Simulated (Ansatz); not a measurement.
**Si3Ru: a closer look at a trial structure**

Aim: for this structure of Si3Ru, compute bands, density of states and charges.

Computed with Ansatz 0.2.0 (DFT PBE, scalar-relativistic, plane waves, PAW, unless a step's input says otherwise).

1 further run of the same task is left out (it didn't finish).

## (1) The structure to begin with

The structure is cubic, space group Pm-3m (No. 221). Conventional cell: a = 3.782 Å, b = 3.782 Å, c = 3.782 Å, α = 90.00°, β = 90.00°, γ = 90.00°. Around Si (site symmetry 4/mmm) lie 8 Si at 2.67 Å and 4 Ru at 2.67 Å. Ru (site symmetry m-3m) is surrounded by 12 Si at 2.67 Å.

Coordinates:

```cif
data_structure
_symmetry_space_group_name_H-M 'Pm-3m'
_symmetry_Int_Tables_number 221
_cell_length_a 3.7817
_cell_length_b 3.7817
_cell_length_c 3.7817
_cell_angle_alpha 90.000
_cell_angle_beta 90.000
_cell_angle_gamma 90.000
_cell_volume 54.08
loop_
_atom_site_label
_atom_site_type_symbol
_atom_site_symmetry_multiplicity
_atom_site_Wyckoff_symbol
_atom_site_fract_x
_atom_site_fract_y
_atom_site_fract_z
_atom_site_occupancy
Si1 Si 3 c 0.00000 0.50000 0.50000 1
Ru1 Ru 1 a 0.00000 0.00000 0.00000 1
```

It is the end of an earlier relaxation with the same method, from a database cell with other species swapped in; it is a trial structure. At a tolerance of 0.05 Å it has space group Pm-3m (No. 221); it has 13.52 Å³/atom, an uncorrected energy of +0.27 eV/atom over the elements.

## (2) Bands, states and charges

input.yaml

```yaml
crystal:
  lattice:
    - [3.7817332909, 0.0, 0.0]
    - [0.0, 3.7817332909, 0.0]
    - [0.0, 0.0, 3.7817332909]
  atoms:
    - { symbol: Si, position: [0.0, 0.5, 0.5] }
    - { symbol: Si, position: [0.5, 0.0, 0.5] }
    - { symbol: Si, position: [0.5, 0.5, 0.0] }
    - { symbol: Ru, position: [0.0, 0.0, 0.0] }
basis:
  ecutwfc: 420
kpoints:
  mp_grid: { grid: [12, 12, 12] }
  band_path:
    path:
      - [[0.0, 0.0, 0.0], [0.0, 0.5, 0.0], [0.5, 0.5, 0.0], [0.0, 0.0, 0.0], [0.5, 0.5, 0.5], [0.0, 0.5, 0.0]]
      - [[0.5, 0.5, 0.5], [0.5, 0.5, 0.0]]
    npoints: 14
hamiltonian:
  xc: pbe
scf:
  occupations: { method: gaussian, width: 0.1 }
  n_extra_bands: 10
output:
  forces: true
  stress: true
  eigenvalues: true
  populations: true
  dos: { projected: true, de: 0.02, nscf_kmesh: { grid: [15, 15, 15] } }
  bader: true
  write_density: true
  write_potential: true
  elf: true
  volumetric_format: npy
```

On the command line:

```bash
ansatz run input.yaml --threads 1 --pin off --max-ram 2560MiB --backend cpu --events-out ev --progress --plain --runs-dir out
```

The log of the run (excerpt; [...] marks lines left out):

```text
Warning: RAYON_NUM_THREADS=1 ignored (pool sized by the plan → 1); use --threads N
scf.n_extra_bands = 10 over 14 filled bands (N_el = 28.0): the run solves 24 bands
[...]
Pseudopotentials: kind: paw
Pseudopotential: Si, paw, valence charge 4, recommended cutoff 420 eV (normal), Si.paw.azcp
Pseudopotential: Ru, paw, valence charge 16, recommended cutoff 420 eV (normal), Ru.paw.azcp
Functional definition: PBE
[...]
Crystal: 4 atoms, lattice volume = 54.084 Å³
Basis set: ecut = 420 eV, 1021 PW (Γ), exchange–correlation on 54×54×54 points (8 copies of the dense FFT grid, shifted against one another)
Bands: 24, of which v1, the nominal top of the filled ones, is band 14 counted from 1 (13 counted from 0)
Symmetry: 48 space group operations
Space group: Pm-3m (ITA 221), of the structure as read, at distance tolerance 3.8e-5 Å
k-points: 84 of 1728
[...]
SCF iter   1: F=—  HF=-7785.068225 eV  |F-HF|=—  |Δ(HF+E_count)|=         —  Δρ=8.49e-3  dr2=4.93e-2  ethr=1.77e-3  ⟨swp⟩=5.2  Hψ=9958  notcnv=0  defer=32
[...]
SCF iter   6: F=-7785.060337 eV  HF=-7785.060337 eV  |F-HF|=2.32e-8  |Δ(HF+E_count)|=   4.10e-8  Δρ=6.51e-6  dr2=3.22e-8  ethr=3.57e-10  ⟨swp⟩=11.6  Hψ=12630  notcnv=0
[...]
NSCF: frozen V_eff on 86 k-points
NSCF: frozen V_eff on 120 k-points
SCF converged after 6 iterations
Free energy (F): -7785.060337 eV
[...]
E sigma→0 (E₀):  -7785.054719 eV
Entropy (-TS):   -0.011237 eV (-2.809 meV/atom)
Fermi energy:    14.794607 eV
[...]
--- Forces (eV/Å), atoms counted from 1 ---
  atom   1  Si     0.00000000     0.00000000     0.00000000
  atom   2  Si    -0.00000000    -0.00000000    -0.00000000
  atom   3  Si     0.00000000    -0.00000000    -0.00000000
  atom   4  Ru     0.00000000     0.00000000     0.00000000
[...]
--- Stress (GPa, compression-positive) ---
       -0.036862       0.000000       0.000000
       -0.000000      -0.036862       0.000000
        0.000000       0.000000      -0.036862
  P = ⅓ Tr σ = -0.0369 GPa (-0.369 kbar)
--- Band table (eV; the first three rows and the last of 84) ---
  k-point 0: bands = ["-57.7634", "-27.8232", "-27.8232", "-27.8232", "0.6505", "8.6091", "8.6091", "10.2573", "10.2573", "10.2573", "12.3469", "12.3469", "12.3469", "14.4816", "16.0337", "16.0337", "17.9362", "17.9362", "17.9362", "21.7616", "21.7616", "21.7616", "22.2792", "22.2792"]
[...]
--- Löwdin populations: 4 sites ---
  site symbol       q [e]
     0     Si      3.8571
     1     Si      3.8571
     2     Si      3.8571
     3     Ru     16.0423
  spilling = 0.013795 (of n_electrons = 28.000000)
--- Bader charges: 4 sites ---
  site symbol  charge [e]  shift [e]
     0     Si      0.1569     0.0015
     1     Si      0.1569     0.0015
     2     Si      0.1569     0.0015
     3     Ru     -0.4708     0.0046
  estimated error of the sums over rays = 4.8e-4 e
```

Wall time 56 s (1 thread of Intel Xeon Platinum 8259CL at 2.50GHz (Skylake/Cascade Lake), shared host); peak memory 0.44 GiB.

By site:

```tsv
atom	Löwdin electrons	Bader charge (e)	Bader volume (Å³)
Si1	3.86	+0.16	12.8
Si2	3.86	+0.16	12.8
Si3	3.86	+0.16	12.8
Ru4	16.04	-0.47	15.8
```

The Löwdin counts miss 0.39 of the 28 electrons, which the atomic orbitals do not span, so they are no charges.

bands.tsv at the labelled points (eV, zero at the Fermi level; the bands nearest the Fermi level):

| point | band 11 | band 12 | band 13 | band 14 | band 15 | band 16 | band 17 | band 18 |
| --- | --- | --- | --- | --- | --- | --- | --- | --- |
| Γ | -2.45 | -2.45 | -2.45 | -0.31 | 1.24 | 1.24 | 3.14 | 3.14 |
| X | -2.22 | -1.58 | -1.13 | -1.13 | -0.36 | 1.01 | 1.01 | 2.76 |
| M | -1.84 | -1.42 | -1.36 | -1.13 | 1.39 | 1.39 | 2.18 | 4.05 |
| Γ | -2.45 | -2.45 | -2.45 | -0.31 | 1.24 | 1.24 | 3.14 | 3.14 |
| R | -5.55 | -1.31 | -1.31 | -0.79 | 0.48 | 0.48 | 0.48 | 8.89 |
| X | -2.22 | -1.58 | -1.13 | -1.13 | -0.36 | 1.01 | 1.01 | 2.76 |
| R | -5.55 | -1.31 | -1.31 | -0.79 | 0.48 | 0.48 | 0.48 | 8.89 |
| M | -1.84 | -1.42 | -1.36 | -1.13 | 1.39 | 1.39 | 2.18 | 4.05 |

Counts of states by energy window (eV from the Fermi level), total and by projection:

| from | to | total | Si 3s | Si 3p | Ru 4d |
| --- | --- | --- | --- | --- | --- |
| -8 | -7 | 0.87 | 0.34 | 0.35 | 0.16 |
| -7 | -6 | 1.20 | 0.23 | 0.66 | 0.25 |
| -6 | -5 | 2.12 | 0.13 | 1.35 | 0.58 |
| -5 | -4 | 2.39 | 0.06 | 1.20 | 1.09 |
| -4 | -3 | 1.20 | 0.05 | 0.43 | 0.69 |
| -3 | -2 | 1.83 | 0.17 | 0.52 | 1.03 |
| -2 | -1 | 3.72 | 0.26 | 0.77 | 2.49 |
| -1 | 0 | 2.13 | 0.49 | 0.52 | 0.91 |
| 0 | 1 | 2.16 | 0.52 | 0.59 | 0.80 |
| 1 | 2 | 2.12 | 0.37 | 0.98 | 0.48 |
| 2 | 3 | 1.53 | 0.23 | 0.78 | 0.22 |
| 3 | 4 | 2.07 | 0.26 | 1.17 | 0.25 |
| 4 | 5 | 2.06 | 0.14 | 1.25 | 0.26 |
| 5 | 6 | 2.14 | 0.18 | 1.20 | 0.13 |

Below -8 eV lie 13 or so more states.

Density in a lattice plane of the grid's cell (edges 3.78 and 3.78 Å, at 0.000 of the third edge), which holds Si and Ru.

Values in e/Å³, 12 rows by 12 columns:
```
 8.92  7.04  3.15  0.80  0.30  0.19  0.17  0.19  0.30  0.80  3.15  7.04
 4.50  3.15  1.24  0.49  0.30  0.24  0.23  0.24  0.30  0.49  1.24  3.15
 1.05  0.80  0.49  0.36  0.34  0.34  0.34  0.34  0.34  0.36  0.49  0.80
 0.31  0.30  0.30  0.34  0.40  0.38  0.34  0.38  0.40  0.34  0.30  0.30
 0.17  0.19  0.24  0.34  0.38  0.24  0.16  0.24  0.38  0.34  0.24  0.19
 0.15  0.17  0.23  0.34  0.34  0.16  0.07  0.16  0.34  0.34  0.23  0.17
 0.17  0.19  0.24  0.34  0.38  0.24  0.16  0.24  0.38  0.34  0.24  0.19
 0.31  0.30  0.30  0.34  0.40  0.38  0.34  0.38  0.40  0.34  0.30  0.30
 1.05  0.80  0.49  0.36  0.34  0.34  0.34  0.34  0.34  0.36  0.49  0.80
 4.50  3.15  1.24  0.49  0.30  0.24  0.23  0.24  0.30  0.49  1.24  3.15
 8.92  7.04  3.15  0.80  0.30  0.19  0.17  0.19  0.30  0.80  3.15  7.04
10.11  8.92  4.50  1.05  0.31  0.17  0.15  0.17  0.31  1.05  4.50  8.92
```
Columns run along the first of these edges and rows up along the second, over one cell in 12 and 12 even steps from the bottom left corner. Atoms in the plane (fractional): Si at (0.50, 0.50), Ru at (0.00, 0.00).

ELF in the same plane.

Values, 12 rows by 12 columns:
```
0.52 0.63 0.59 0.33 0.23 0.20 0.18 0.20 0.23 0.33 0.59 0.63
0.68 0.59 0.38 0.27 0.34 0.36 0.36 0.36 0.34 0.27 0.38 0.59
0.40 0.33 0.27 0.40 0.57 0.60 0.57 0.60 0.57 0.40 0.27 0.33
0.22 0.23 0.34 0.57 0.69 0.57 0.47 0.57 0.69 0.57 0.34 0.23
0.15 0.20 0.36 0.60 0.57 0.35 0.32 0.35 0.57 0.60 0.36 0.20
0.12 0.18 0.36 0.57 0.47 0.32 0.54 0.32 0.47 0.57 0.36 0.18
0.15 0.20 0.36 0.60 0.57 0.35 0.32 0.35 0.57 0.60 0.36 0.20
0.22 0.23 0.34 0.57 0.69 0.57 0.47 0.57 0.69 0.57 0.34 0.23
0.40 0.33 0.27 0.40 0.57 0.60 0.57 0.60 0.57 0.40 0.27 0.33
0.68 0.59 0.38 0.27 0.34 0.36 0.36 0.36 0.34 0.27 0.38 0.59
0.52 0.63 0.59 0.33 0.23 0.20 0.18 0.20 0.23 0.33 0.59 0.63
0.14 0.52 0.68 0.40 0.22 0.15 0.12 0.15 0.22 0.40 0.68 0.52
```
Columns run along the first of these edges and rows up along the second, over one cell in 12 and 12 even steps from the bottom left corner. Atoms in the plane (fractional): Si at (0.50, 0.50), Ru at (0.00, 0.00).

Both are smooth fields of the valence electrons: close to the nuclei they are not physical.

Outside the cores ELF peaks at 0.70 on the Si–Ru line, 0.9 Å from Si.

## (3) A further run, with the input changed

input.yaml

```yaml
crystal:
  lattice:
    - [3.7817332909, 0.0, 0.0]
    - [0.0, 3.7817332909, 0.0]
    - [0.0, 0.0, 3.7817332909]
  atoms:
    - { symbol: Si, position: [0.0, 0.5, 0.5] }
    - { symbol: Si, position: [0.5, 0.0, 0.5] }
    - { symbol: Si, position: [0.5, 0.5, 0.0] }
    - { symbol: Ru, position: [0.0, 0.0, 0.0] }
basis:
  ecutwfc: 420
kpoints:
  mp_grid: { grid: [12, 12, 12] }
hamiltonian:
  xc: pbe
scf:
  occupations: { method: gaussian, width: 0.1 }
  mixing: { algorithm: broyden, beta: 1.5, ndim: 1, preconditioner: none }
  max_iter: 50
output:
  forces: true
  eigenvalues: true
  stress: true
```

On the command line:

```bash
ansatz run input.yaml --threads 1 --pin off --max-ram 2560MiB --backend cpu --events-out ev --progress --plain --runs-dir out
```

The log of the run:

```text
Error: invalid value for `scf.mixing.beta`: must be finite and in (0, 1]; got 1.5
```

Wall time 0.04 s (1 thread of Intel Xeon Platinum 8259CL at 2.50GHz (Skylake/Cascade Lake), shared host); peak memory 0.042 GiB.

## (4) Reading the log

The program refused the input before any cycle. Its message: «invalid value for `scf.mixing.beta`: must be finite and in (0, 1]; got 1.5»

The suspect setting: scf.mixing.beta is 1.5. The number typed is not permitted for that setting.

What to do: delete scf.mixing.beta (the default then holds).

## (5) Results

```
                 quantity                 value
                      gap          none (metal)
states at the Fermi level  2.22 per eV per cell
            Bader charges  Si +0.16, Ru -0.47 e
```

What this shows: There is no gap at this level. Of the projected weight within 0.25 eV of the Fermi level, the largest part is Ru 4d (45 %) and Si 3s (24 %). Bader charges reach 0.5 e, so charge transfer in this metal is moderate.
